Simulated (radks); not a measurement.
# Spin polarisation of the 3p shell in Si⁺

The task here is to estimate one member of a computed series from the others.

Program: radks (a radial shooting solver on a logarithmic mesh, Libxc functionals) version 1. Level of theory: scalar-relativistic Kohn-Sham, PBE, spin-polarised, spherical densities, finite nucleus. These are calculated values, not measurements, unless marked.

### Starting point

```
element            : silicon (Z = 14)
charge             : +1
electrons          : 13
configuration      : [Ne] 3s2 3p(up 0.5, down 0.5)
nuclear rms radius : 3.1224 fm
```

A shell typed twice in an input gives spin up, then spin down.

The first run:

Settings of this run:

```text
Z 14
configuration [Ne] 3s2 3p0.5 3p0.5
relativity scalar-relativistic
functional pbe,pbe
spin polarised
nucleus finite rms 3.1224 fm
c 137.035999084
```

Steps of the session up to this table: No moment.

One of the session's tables, all rows but one given; the rest of the session is left out.

Sizes of the orbitals, from the radial functions (bohr):

| level | <r> | outermost maximum (interpolated) | 90 % within | nodes |
| --- | --- | --- | --- | --- |
| 1s | ? | ? | ? | ? |
| 2s | 0.5677 | 0.454 | 0.895 | 1 |
| 2p | 0.5372 | 0.388 | 0.903 | 0 |
| 3s | 2.057 | 1.75 | 3.10 | 2 |
| 3p | 2.458 | 2.03 | 3.79 | 1 |

Q: Estimate the row for 1s from the others.

**Answer.** <r>: 0.1113; outermost maximum (interpolated): 0.0726; 90 % within: 0.199; nodes: 0. In the column «<r>» it is the lowest.
